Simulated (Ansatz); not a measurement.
# ClF3H2HfO: the cost of one run

All numbers below are computed with Ansatz 0.2.0 (RKS PBE-D4/def2-SVP).

## 1. The system as given

Bond lengths: Hf1–F2 2.330 Å, Hf1–O3 2.070 Å, O3–H4 1.010 Å, Hf1–F5 1.979 Å, Hf1–F6 1.979 Å, Hf1–Cl7 2.820 Å. Angles: F2–Hf1–O3 109.4°, F2–Hf1–F5 109.5°, F2–Hf1–F6 109.5°, F2–Hf1–Cl7 71.6°, O3–Hf1–F5 109.5°, O3–Hf1–F6 109.5°, O3–Hf1–Cl7 178.9°, F5–Hf1–F6 109.5°, F5–Hf1–Cl7 70.0°, F6–Hf1–Cl7 70.0°, Hf1–O3–H4 109.5°.

Structure file:

```xyz
8

Hf    0.0000    0.0000    0.0000
F     0.0000    0.0000    2.3300
O     1.9520    0.0000   -0.6893
H     2.2684   -0.9521   -0.8060
F    -0.9326    1.6157   -0.6593
F    -0.9326   -1.6157   -0.6593
Cl   -2.6761    0.0000    0.8892
H    -1.3106    0.0000    2.1347
```

## 2. Pulling towards end A

Springs on the bonds that form and break draw the guess towards this end; the thresholds are loose.

input.yaml reads:

```yaml
crystal:
  periodic: [false, false, false]
  atoms:
    - { symbol: Hf, position_ang: [0.0, 0.0, 0.0] }
    - { symbol: F, position_ang: [0.0, 0.0, 2.33] }
    - { symbol: O, position_ang: [1.952, 0.0, -0.6893] }
    - { symbol: H, position_ang: [2.2684, -0.9521, -0.806] }
    - { symbol: F, position_ang: [-0.9326, 1.6157, -0.6593] }
    - { symbol: F, position_ang: [-0.9326, -1.6157, -0.6593] }
    - { symbol: Cl, position_ang: [-2.6761, 0.0, 0.8892] }
    - { symbol: H, position_ang: [-1.3106, 0.0, 2.1347] }
basis:
  gaussian: { orbitals: def2-SVP }
hamiltonian:
  xc: pbe
  dispersion: d4
relax:
  f_tol: 0.15
  max_steps: 25
  restrain:
    - { distance: [0, 6], at: 3.72, k: 30.0 }
    - { distance: [7, 1], at: 2.12, k: 30.0 }
    - { distance: [0, 1], at: 1.98, k: 30.0 }
    - { distance: [7, 6], at: 1.37, k: 30.0 }
```

Run with:

```bash
$ ansatz run input.yaml --threads 4 --pin off --max-ram 5120MiB --backend cpu --events-out ev --progress --plain --runs-dir out
```

Q: Estimate wall time and peak memory on 4 threads of Arm Neoverse V1, shared host.

About 20 s, with a peak of 0.18 GiB.
